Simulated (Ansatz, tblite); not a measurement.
# B2(Br)4: spin states and exact exchange

Is the singlet the ground state of B2(Br)4? Other spin states are computed and compared level by level.

Program: Ansatz 0.2.0, Gaussian basis. Level of theory: as each input shows. These are calculated values, not measurements.

The runs, in order: triplet, at the geometry of the singlet (GFN1-xTB, GFN2-xTB, PBE0-D4/def2-TZVP, PBE-D4/def2-TZVP, r2SCAN-D4/def2-TZVP); the singlet's energies come from earlier runs.

2 further runs of the same task are left out: 2 set aside as unsound or not needed.

### 1 The structure

The singlet was relaxed beforehand with PBE-D4/def2-SVP.

6 atoms, charge 0, spin multiplicity 1.

Bond lengths: B1–Br2 1.914 Å, B1–Br3 1.914 Å, B1–B4 1.685 Å, B4–Br5 1.914 Å, B4–Br6 1.914 Å. Angles: Br2–B1–Br3 120.5°, Br2–B1–B4 119.8°, Br3–B1–B4 119.7°, B1–B4–Br5 119.7°, B1–B4–Br6 119.7°, Br5–B4–Br6 120.5°.

### 2 Triplet at the fixed geometry, GFN1-xTB

Tight binding, by tblite at 300 K electronic temperature and without a spin-polarisation term:

```python
tblite.interface.Calculator('GFN1-xTB', numbers, positions, charge=0, uhf=2).singlepoint()
```

Energy -498.7080 eV; 0.005 s.

### 3 Triplet at the fixed geometry, GFN2-xTB

Tight binding, by tblite at 300 K electronic temperature and without a spin-polarisation term:

```python
tblite.interface.Calculator('GFN2-xTB', numbers, positions, charge=0, uhf=2).singlepoint()
```

Energy -511.2455 eV; 0.008 s.

### 4 Triplet at the fixed geometry, PBE0-D4/def2-TZVP

File in.yaml:

```yaml
crystal:
  periodic: [false, false, false]
  atoms:
    - {symbol: B, position_ang: [0.459645, -0.476877, 0.520526]}
    - {symbol: Br, position_ang: [0.703596, 0.065919, 2.340147]}
    - {symbol: Br, position_ang: [1.252420, -2.095287, -0.125582]}
    - {symbol: B, position_ang: [-0.459708, 0.476980, -0.520375]}
    - {symbol: Br, position_ang: [-2.341691, 0.164979, -0.681546]}
    - {symbol: Br, position_ang: [0.385747, 1.864296, -1.533170]}
basis:
  gaussian: {orbitals: def2-TZVP}
magnetization: {spin_polarized: true, initial_magnetization: 2}
hamiltonian: {xc: pbe0, dispersion: d4}
scf: {omitted_lower_state_checks: [starts]}
output: {orbitals: {seedname: orbitals}}
```

Command:

```
$ ansatz run in.yaml --threads 4 --pin off --events-out ev --progress --plain --max-ram 8704MiB
```

The log of the run:

```text
Functional definition: PBE0
  name "PBE0"
  cite "Adamo & Barone, J. Chem. Phys. 110, 6158 (1999) doi:10.1063/1.478522"
  cite "Perdew, Burke & Ernzerhof, Phys. Rev. Lett. 77, 3865 (1996) doi:10.1103/PhysRevLett.77.3865"
  parent pbe
  parameter a = 0.25
  parameter kappa = 0.804
  parameter beta = 0.06672455060314922
  exchange = (1 - a)*pbe_x(kappa = kappa, mu = beta*pi^2/3) + a*exact_x
  correlation = pbe_c(beta = beta)
these checks for a lower state are left out or cut short: starts
1714 factors; integrals over basis functions are off by at most 6.2e-4 eV
mean field evaluation 1: about -281500.6943 eV, gradient 2.4e1 eV
mean field evaluation 2: about -281493.0010 eV, gradient 4.3e1 eV
mean field evaluation 4: about -281503.7146 eV, gradient 5.1e-1 eV
mean field evaluation 8: about -281503.8590 eV, gradient 2.1e-1 eV
mean field evaluation 16: about -281503.8594 eV, gradient 3.7e-3 eV
mean field evaluation 32: about -281503.8594 eV, gradient 3.1e-5 eV
mean field -281503.85939890 eV, -10345.0760227405 hartree, gradient 9.6e-6 eV, S^2 2.008985; 0 other end points of the search recorded, 0 dependent functions left out
reference -281503.85942964 eV, -10345.0760238700 hartree; 76, 74 occupied and 178, 180 virtual orbitals, 1714 factors
Total energy: -281504.13757508 eV, -10345.0862455264 hartree
Checks for a lower state left out: starts
```

Run time: 18 s. Hardware: 4 threads of Intel Xeon 6975P-C, shared host; peak memory 1.8 GiB.

HOMO -4.47 eV, LUMO -6.29 eV (over both spins; with the spin held, an empty level of the minority spin lies below the top filled one); ⟨S²⟩ 2.009 (pure: 2.00).

### 5 Triplet at the fixed geometry, PBE-D4/def2-TZVP

start.molden holds the orbitals of an earlier run on this state, given as this run's starting guess.

Changes to in.yaml since step 4:

```diff
@@ -10,5 +10,5 @@
 basis:
-  gaussian: {orbitals: def2-TZVP}
+  gaussian: {orbitals: def2-TZVP, initial_orbitals: start.molden}
 magnetization: {spin_polarized: true, initial_magnetization: 2}
-hamiltonian: {xc: pbe0, dispersion: d4}
+hamiltonian: {xc: pbe, dispersion: d4}
 scf: {omitted_lower_state_checks: [starts]}
```

The command is unchanged.

The log of the run:

```text
Functional definition: PBE
  name "PBE"
  cite "Perdew, Burke & Ernzerhof, Phys. Rev. Lett. 77, 3865 (1996) doi:10.1103/PhysRevLett.77.3865"
  parent pbe
  parameter kappa = 0.804
  parameter beta = 0.06672455060314922
  exchange = pbe_x(kappa = kappa, mu = beta*pi^2/3)
  correlation = pbe_c(beta = beta)
these checks for a lower state are left out or cut short: starts
1842 factors; their error is unknown
mean field evaluation 1: about -281494.2471 eV, gradient 1.2e1 eV
mean field evaluation 2: about -281494.4173 eV, gradient 2.6e-1 eV
mean field evaluation 4: about -281494.3308 eV, gradient 1.1e-1 eV
mean field evaluation 8: about -281494.3309 eV, gradient 1.6e-5 eV
mean field -281494.33087088 eV, -10344.7258557942 hartree, gradient 1.6e-5 eV, S^2 2.006339; 0 other end points of the search recorded, 0 dependent functions left out
reference -281494.33091202 eV, -10344.7258573064 hartree; 76, 74 occupied and 178, 180 virtual orbitals, 1842 factors
Total energy: -281494.64761034 eV, -10344.7374957550 hartree
Checks for a lower state left out: starts
```

Wall time 3.6 s (4 threads of Intel Xeon 6975P-C, shared host).

Report: HOMO -3.50 eV, LUMO -6.65 eV (over both spins; with the spin held, an empty level of the minority spin lies below the top filled one); ⟨S²⟩ 2.006 (pure: 2.00).

### 6 Triplet at the fixed geometry, r2SCAN-D4/def2-TZVP

Changes to in.yaml since step 5:

```diff
@@ -12,3 +12,3 @@
 magnetization: {spin_polarized: true, initial_magnetization: 2}
-hamiltonian: {xc: pbe, dispersion: d4}
+hamiltonian: {xc: r2scan, dispersion: d4}
 scf: {omitted_lower_state_checks: [starts]}
```

The command is unchanged.

The log of the run:

```text
Functional definition: r2SCAN
  name "r2SCAN"
  cite "Furness, Kaplan, Ning, Perdew & Sun, J. Phys. Chem. Lett. 11, 8208 (2020) doi:10.1021/acs.jpclett.0c02405"
  cite "Furness, Kaplan, Ning, Perdew & Sun, J. Phys. Chem. Lett. 11, 9248 (2020) doi:10.1021/acs.jpclett.0c03077"
  parent r2scan
  parameter k0 = 0.174
  parameter k1 = 0.065
  parameter a1 = 4.9479
  exchange = r2scan_x(k0 = k0, k1 = k1, a1 = a1)
  correlation = r2scan_c
these checks for a lower state are left out or cut short: starts
1842 factors; their error is unknown
mean field evaluation 1: about -281535.9565 eV, gradient 9.0e0 eV
mean field evaluation 2: about -281536.0362 eV, gradient 1.5e-1 eV
mean field evaluation 4: about -281535.9407 eV, gradient 1.7e-3 eV
mean field evaluation 8: about -281535.9407 eV, gradient 4.0e-5 eV
mean field evaluation 16: about -281535.9407 eV, gradient 5.2e-5 eV
mean field -281535.94067771 eV, -10346.2549879914 hartree, gradient 2.4e-6 eV, S^2 2.015580; 0 other end points of the search recorded, 0 dependent functions left out
reference -281535.94069141 eV, -10346.2549884949 hartree; 76, 74 occupied and 178, 180 virtual orbitals, 1842 factors
Total energy: -281536.01330121 eV, -10346.2576568558 hartree
Checks for a lower state left out: starts
```

Wall time 21 s (4 threads of Intel Xeon 6975P-C, shared host); peak memory 1.1 GiB.

HOMO -3.78 eV, LUMO -6.76 eV (over both spins; with the spin held, an empty level of the minority spin lies below the top filled one); ⟨S²⟩ 2.016 (pure: 2.00).

### 7 Triplet less singlet, vertical

The singlet's energies are those of its earlier runs, whose logs aren't repeated here.

| level | triplet less singlet, vertical (kcal/mol) | time |
| --- | --- | --- |
| GFN1-xTB | +77.6 | 0.011 s |
| GFN2-xTB | +70.9 | 0.014 s |
| PBE-D4/def2-TZVP | +78.7 | 5.3 s |
| r2SCAN-D4/def2-TZVP | +82.2 | 24 s |
| PBE0-D4/def2-TZVP | +87.8 | 25 s |

Times add the two runs; a level without a time comes out of a correlated run. Tight binding without a spin term can't rank spin states.

### 8 What came out

| quantity | value |
| --- | --- |
| triplet less singlet, vertical, functionals in def2-TZVP | +78.7 (PBE-D4) to +87.8 kcal/mol (PBE0-D4) |

**Reading.** All functionals put the triplet above the singlet, over a spread of 9.1 kcal/mol. The checks for a lower triplet were left out, so another state of that spin may lie lower. These are electronic energies, without zero-point motion, entropy or surroundings.
